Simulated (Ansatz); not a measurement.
# C3H6BN: small, medium and large basis sets

An exercise on one series of results from a longer session: the logs are not shown, and one member is left open.

Program: Ansatz 0.2.0, Gaussian basis. Level of theory: one geometry, several basis sets. These are calculated values, not measurements.

The runs, in order: PBE0-D4/def2-SVP; ωB97M-V/def2-SVP; PBE0-D4/def2-QZVPP; ωB97M-V/def2-QZVPP; the functionals' def2-TZVPP values are taken from earlier runs.

1 further run of the same task is left out (it didn't finish).

## The geometry

All runs share one geometry, relaxed beforehand with PBE0-D4 in a triple-zeta def2 set.

SMILES `BNC#CC`, 11 atoms, charge 0, spin multiplicity 1.

Atoms are counted from 1 here; the program's logs count them from 0.

Bond lengths: B1–N2 1.402 Å, B1–H6 1.194 Å, B1–H7 1.192 Å, N2–C3 1.352 Å, N2–H8 1.011 Å, C3–C4 1.201 Å, C4–C5 1.451 Å, C5–H9 1.093 Å, C5–H10 1.093 Å, C5–H11 1.093 Å. Angles: N2–B1–H6 117.3°, N2–B1–H7 119.0°, H6–B1–H7 123.6°, B1–N2–C3 126.7°, B1–N2–H8 119.3°, C3–N2–H8 114.1°, N2–C3–C4 179.7°, C3–C4–C5 179.4°, C4–C5–H9 111.6°, C4–C5–H10 110.6°, C4–C5–H11 111.1°, H9–C5–H10 107.8°, H9–C5–H11 108.0°, H10–C5–H11 107.6°.

Coordinates:

```mol
C3H6BN
  3D, bonds by distance, orders not assigned

 11 10  0  0  0  0  0  0  0  0999 V2000
   -1.0578   -0.9969    2.1099 B   0  0
   -1.3011   -0.4813    0.8294 N   0  0
   -0.3777   -0.0239   -0.0453 C   0  0
    0.4377    0.3838   -0.8269 C   0  0
    1.4343    0.8743   -1.7598 C   0  0
   -2.0032   -1.3568    2.7448 H   0  0
    0.0645   -1.0541    2.5069 H   0  0
   -2.2513   -0.4319    0.4888 H   0  0
    1.6585    0.1354   -2.5337 H   0  0
    2.3667    1.1066   -1.2392 H   0  0
    1.0947    1.7880   -2.2542 H   0  0
  1  2  8  0
  2  3  8  0
  3  4  8  0
  4  5  8  0
  1  6  8  0
  1  7  8  0
  2  8  8  0
  5  9  8  0
  5 10  8  0
  5 11  8  0
M  END
```

Set-up of the first run:

Contents of in.yaml:

```yaml
crystal:
  periodic: [false, false, false]
  atoms:
    - {symbol: B, position_ang: [-1.057787, -0.996863, 2.109915]}
    - {symbol: N, position_ang: [-1.301140, -0.481348, 0.829393]}
    - {symbol: C, position_ang: [-0.377660, -0.023870, -0.045279]}
    - {symbol: C, position_ang: [0.437707, 0.383756, -0.826935]}
    - {symbol: C, position_ang: [1.434314, 0.874269, -1.759838]}
    - {symbol: H, position_ang: [-2.003196, -1.356825, 2.744776]}
    - {symbol: H, position_ang: [0.064508, -1.054134, 2.506915]}
    - {symbol: H, position_ang: [-2.251338, -0.431882, 0.488778]}
    - {symbol: H, position_ang: [1.658467, 0.135424, -2.533706]}
    - {symbol: H, position_ang: [2.366736, 1.106572, -1.239183]}
    - {symbol: H, position_ang: [1.094689, 1.788001, -2.254235]}
basis:
  gaussian: {orbitals: def2-SVP}
hamiltonian: {xc: pbe0, dispersion: d4}
output: {orbitals: {seedname: orbitals}}
```

The run is started by

```
$ ansatz run in.yaml --threads 2 --pin off --events-out ev --progress --plain --max-ram 4352MiB
```

Steps of the session up to this table: PBE0-D4 in def2-SVP; ωB97M-V in def2-SVP; PBE0-D4 in def2-QZVPP; ωB97M-V in def2-QZVPP.

One table of the session follows, with a row left open; its other results are not shown here.

| functional | basis | HOMO (eV) | LUMO (eV) |
| --- | --- | --- | --- |
| PBE0-D4 | def2-SVP | -6.69 | -0.29 |
| PBE0-D4 | def2-TZVPP | -6.74 | -0.48 |
| PBE0-D4 | def2-QZVPP | -6.75 | -0.53 |
| ωB97M-V | def2-SVP | ? | ? |
| ωB97M-V | def2-TZVPP | -8.90 | 1.37 |
| ωB97M-V | def2-QZVPP | -8.91 | 1.18 |

**Question.** Estimate the row for ωB97M-V, def2-SVP.

The run gave: HOMO (eV): -8.84; LUMO (eV): 1.76. In the column «HOMO (eV)» it lies between ωB97M-V, def2-TZVPP (-8.90) and PBE0-D4, def2-QZVPP (-6.75).
